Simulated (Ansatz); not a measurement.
**Ca2YFeC6N6: from a guess to a relaxed structure**

Aim: relax a trial structure of Ca2YFeC6N6 and see where it ends.

Program: Ansatz 0.2.0. Level of theory: DFT PBE, scalar-relativistic, plane waves, PAW. These are calculated values, not measurements.

### 1 Starting point

It takes space group Fm-3m (No. 225, cubic). Conventional cell: a = 10.636 Å, b = 10.636 Å, c = 10.636 Å, α = 90.00°, β = 90.00°, γ = 90.00°. Ca (site symmetry -43m) has 12 N at 3.79 Å and 12 C at 3.83 Å as nearest neighbours. Around Y (site symmetry m-3m) lie 6 N at 2.21 Å. Fe (site symmetry m-3m) is surrounded by 6 C at 1.94 Å. C (site symmetry 4mm) has 1 N at 1.17 Å as nearest neighbours. N (site symmetry 4mm) has 1 C at 1.17 Å as nearest neighbours.

As a file:

```
Ca Y Fe C N
1.0
     0.00000    5.31800    5.31800
     5.31800    0.00000    5.31800
     5.31800    5.31800    0.00000
Ca Y Fe C N
2 1 1 6 6
Direct
  0.25000 0.25000 0.25000
  0.75000 0.75000 0.75000
  0.50000 0.50000 0.50000
  0.00000 0.00000 0.00000
  0.81779 0.18221 0.18221
  0.18221 0.81779 0.18221
  0.18221 0.18221 0.81779
  0.18221 0.81779 0.81779
  0.81779 0.18221 0.81779
  0.81779 0.81779 0.18221
  0.70778 0.29222 0.29222
  0.29222 0.70778 0.29222
  0.29222 0.29222 0.70778
  0.29222 0.70778 0.70778
  0.70778 0.29222 0.70778
  0.70778 0.70778 0.29222
```

The cell is invented: cyanide-bridged rock-salt net of two metals, 2 guest cations a cell (Fm-3m, No. 225). The dimensions are guesses.

### 2 Probe: one point on a coarse mesh

input.yaml reads:

```yaml
crystal:
  lattice:
    - [0.0, 5.318, 5.318]
    - [5.318, 0.0, 5.318]
    - [5.318, 5.318, 0.0]
  atoms:
    - { symbol: Ca, position: [0.25, 0.25, 0.25] }
    - { symbol: Ca, position: [0.75, 0.75, 0.75] }
    - { symbol: "Y", position: [0.5, 0.5, 0.5] }
    - { symbol: Fe, position: [0.0, 0.0, 0.0], spin: 4.0 }
    - { symbol: C, position: [0.81778864, 0.18221136, 0.18221136] }
    - { symbol: C, position: [0.18221136, 0.81778864, 0.18221136] }
    - { symbol: C, position: [0.18221136, 0.18221136, 0.81778864] }
    - { symbol: C, position: [0.18221136, 0.81778864, 0.81778864] }
    - { symbol: C, position: [0.81778864, 0.18221136, 0.81778864] }
    - { symbol: C, position: [0.81778864, 0.81778864, 0.18221136] }
    - { symbol: "N", position: [0.70778488, 0.29221512, 0.29221512] }
    - { symbol: "N", position: [0.29221512, 0.70778488, 0.29221512] }
    - { symbol: "N", position: [0.29221512, 0.29221512, 0.70778488] }
    - { symbol: "N", position: [0.29221512, 0.70778488, 0.70778488] }
    - { symbol: "N", position: [0.70778488, 0.29221512, 0.70778488] }
    - { symbol: "N", position: [0.70778488, 0.70778488, 0.29221512] }
basis:
  ecutwfc: 420
kpoints:
  mp_grid: { grid: [4, 4, 4] }
hamiltonian:
  xc: pbe
scf:
  occupations: { method: gaussian, width: 0.1 }
  lower_state_search: "off"
output:
  forces: true
  stress: true
  eigenvalues: true
  populations: true
magnetization:
  spin_polarized: true
```

The run is started by

```console
$ ansatz run input.yaml --threads 1 --pin off --max-ram 2560MiB --backend cpu --events-out ev --progress --plain --runs-dir out
```

Further runs follow: rough relaxation on the coarse mesh; relaxation on the finer mesh.

Before running it: what results should come out? Wanted: conventional cell; volume; energy over the elements; gap on the mesh; total moment.

As calculated:

| quantity | value |
| --- | --- |
| symmetry at the end (tolerance 0.05 Å) | space group Fm-3m (No. 225) |
| conventional cell | a = 10.861 Å, b = 10.861 Å, c = 10.861 Å, α = 90.00°, β = 90.00°, γ = 90.00° |
| volume | 20.02 Å³/atom |
| energy over the elements (uncorrected; H, N, O, F and Cl as molecules) | +0.02 eV/atom |
| gap on the mesh | none (metal) |
| total moment | 1.22 μB/cell |

The space group Fm-3m (No. 225) is kept, and the volume per atom grows by 6.5 % from the first guess. The formation energy of this structure is too near zero to say whether it is bound against the elements. No finished test with a distortion of lower symmetry is shown, so the end may be a saddle point. Other magnetic orders were not searched.
